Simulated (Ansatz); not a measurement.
# TaN: the cost of one run

Method: DFT LDA, scalar-relativistic, plane waves, PAW, in Ansatz 0.2.0.

## (1) The system as given

It takes space group Fm-3m (No. 225, cubic). The conventional cell has a = 4.348 Å, b = 4.348 Å, c = 4.348 Å, α = 90.00°, β = 90.00°, γ = 90.00°. Ta (site symmetry m-3m) is surrounded by 6 N at 2.17 Å. N (site symmetry m-3m) is surrounded by 6 Ta at 2.17 Å.

Coordinates:

```cif
data_structure
_symmetry_space_group_name_H-M 'P 1'
_symmetry_Int_Tables_number 1
_cell_length_a 3.0743
_cell_length_b 3.0743
_cell_length_c 3.0743
_cell_angle_alpha 60.000
_cell_angle_beta 60.000
_cell_angle_gamma 60.000
_cell_volume 20.55
loop_
_atom_site_label
_atom_site_type_symbol
_atom_site_fract_x
_atom_site_fract_y
_atom_site_fract_z
_atom_site_occupancy
Ta1 Ta 0.50000 0.50000 0.50000 1
N1 N 0.00000 0.00000 0.00000 1
```

This cell was relaxed beforehand with the same method: volume 10.27 Å³/atom, gap on the mesh none (metal).

## (2) The scan

The energy is mapped over a normal mode and a strain (zone-centre modes of the cell shown) (x along [1 0 0], y along [0 1 0], z along [0 0 1] of the conventional cell).

First coordinate, amplitude of mode 4 (425 cm⁻¹), largest displacement in the unstrained cell: 9 values from −0.244 Å. Second coordinate, equal normal strain along x, y and z: 7 values from −2.50 %.

Nothing else is relaxed (the pattern is fixed in fractional coordinates). Energies count from the relaxed high-symmetry cell. Points are written as (first, second).

The modes come from a phonon run on the reference cell, made beforehand.

Displacement patterns for an amplitude of 1 (Å):

```csv
atom,x1,y1,z1
Ta1,-0.077,0.000,0.000
N2,1.000,0.000,0.000
```

## (3) Grid point (0.000 Å, −2.50 %)

Input file input.yaml:

```yaml
crystal:
  lattice:
    - [0.0, 2.1194897592, 2.1194897592]
    - [2.1194897592, 0.0, 2.1194897592]
    - [2.1194897592, 2.1194897592, 0.0]
  atoms:
    - { symbol: Ta, position: [0.5, 0.5, 0.5] }
    - { symbol: "N", position: [0.0, 0.0, 0.0] }
basis:
  ecutwfc: 520.0
kpoints:
  mp_grid: { grid: [18, 18, 18] }
hamiltonian:
  xc: lda
  pseudopotentials: { kind: paw, azcp: { folder: soft_1 } }
scf:
  occupations: { method: gaussian, width: 0.15 }
output:
  forces: true
  stress: true
  eigenvalues: true
```

Run with:

```sh
$ ansatz run input.yaml --threads 1 --pin off --max-ram 2048MiB --backend cpu --events-out ev --progress --plain --runs-dir out
```

Q: Estimate wall time and peak memory on 1 thread of AMD EPYC 7R43 (Zen 3), shared host.

About 4.2 s, with a peak of 0.41 GiB.
